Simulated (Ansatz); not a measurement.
# C₂H₆SSi: a ladder of functionals and wavefunction methods

An exercise on one series of results from a longer session: the logs are not shown, and one member is left open.

The runs use Ansatz 0.2.0, Gaussian basis; functionals in def2-TZVPP, the program's frozen cores in correlated methods.

The runs, in order: PBE-D4, r2SCAN-D4, PBE0-D4, B3LYP-D4, ωB97X-V, ωB97M-V, B2PLYP; CCSD(T)/def2-TZVPP; CCSD(T)/def2-QZVPP; extrapolation to the limit.

## Structure used throughout

The geometry comes from an earlier relaxation with PBE0-D4 in a triple-zeta def2 set; it is a stationary point, not always the lowest conformer.

SMILES `C[Si]SC`, 10 atoms, charge 0, spin multiplicity 1.

Atoms are counted from 1 here; the program's logs count them from 0.

Bond lengths: C1–Si2 1.903 Å, C1–H5 1.091 Å, C1–H6 1.096 Å, C1–H7 1.097 Å, Si2–S3 2.108 Å, S3–C4 1.812 Å, C4–H8 1.090 Å, C4–H9 1.090 Å, C4–H10 1.091 Å. Angles: Si2–C1–H5 116.5°, Si2–C1–H6 108.4°, Si2–C1–H7 108.0°, H5–C1–H6 108.9°, H5–C1–H7 108.7°, H6–C1–H7 105.8°, C1–Si2–S3 96.6°, Si2–S3–C4 103.4°, S3–C4–H8 109.1°, S3–C4–H9 109.1°, S3–C4–H10 110.3°, H8–C4–H9 109.2°, H8–C4–H10 109.6°, H9–C4–H10 109.6°.

As a file:

```
C     0.3687   -0.0813   -2.2439
Si   -0.5219    0.6788   -0.7442
S     0.3996   -0.5242    0.7218
C    -0.3442    0.0545    2.2691
H     1.1109   -0.8525   -2.0310
H     0.8487    0.7269   -2.8075
H    -0.3925   -0.5009   -2.9125
H     0.4433    0.4210    2.9270
H    -0.8557   -0.7780    2.7513
H    -1.0569    0.8557    2.0701
```

Set-up of the first run:

The input, in.yaml:

```yaml
crystal:
  periodic: [false, false, false]
  atoms:
    - {symbol: C, position_ang: [0.368732, -0.081326, -2.243925]}
    - {symbol: Si, position_ang: [-0.521949, 0.678780, -0.744250]}
    - {symbol: S, position_ang: [0.399626, -0.524185, 0.721813]}
    - {symbol: C, position_ang: [-0.344175, 0.054471, 2.269082]}
    - {symbol: H, position_ang: [1.110939, -0.852497, -2.031032]}
    - {symbol: H, position_ang: [0.848657, 0.726930, -2.807516]}
    - {symbol: H, position_ang: [-0.392516, -0.500876, -2.912501]}
    - {symbol: H, position_ang: [0.443257, 0.420968, 2.926954]}
    - {symbol: H, position_ang: [-0.855684, -0.777962, 2.751323]}
    - {symbol: H, position_ang: [-1.056876, 0.855708, 2.070062]}
basis:
  gaussian: {orbitals: def2-TZVPP}
hamiltonian: {xc: pbe, dispersion: d4}
output: {forces: true, orbitals: {seedname: orbitals}}
```

Launch:

```
> ansatz run in.yaml --threads 2 --pin off --events-out ev --progress --plain --max-ram 32768MiB --backend cpu
```

Steps of the session up to this table: PBE-D4 (GGA); r2SCAN-D4 (meta-GGA); PBE0-D4 (hybrid); B3LYP-D4 (hybrid); ωB97X-V (range-separated); ωB97M-V (range-separated); B2PLYP (double hybrid); CCSD(T) in def2-TZVPP; CCSD(T) in def2-QZVPP.

One of the session's tables, all rows but one given; the rest of the session is left out.

```
            method  atomisation energy (eV)
            PBE-D4                   37.561
         r2SCAN-D4                   37.016
           PBE0-D4                   37.058
          B3LYP-D4                   36.921
           ωB97X-V                   37.008
           ωB97M-V                        ?
            B2PLYP                   36.443
     HF/def2-TZVPP                   27.202
    MP2/def2-TZVPP                   36.209
   CCSD/def2-TZVPP                   35.393
CCSD(T)/def2-TZVPP                   35.936
           MP2/CBS                   37.179
       CCSD(T)/CBS                   36.896
```

Estimate the missing values for ωB97M-V.

As computed: atomisation energy (eV): 37.133. In the column «atomisation energy (eV)» it lies between PBE0-D4 (37.058) and MP2/CBS (37.179).

Limits of these values: Free atoms (2 C, 1 Si, 1 S, 6 H) were run apart at each level; the atomisation energy is their sum less the molecule, without zero-point or spin-orbit terms.
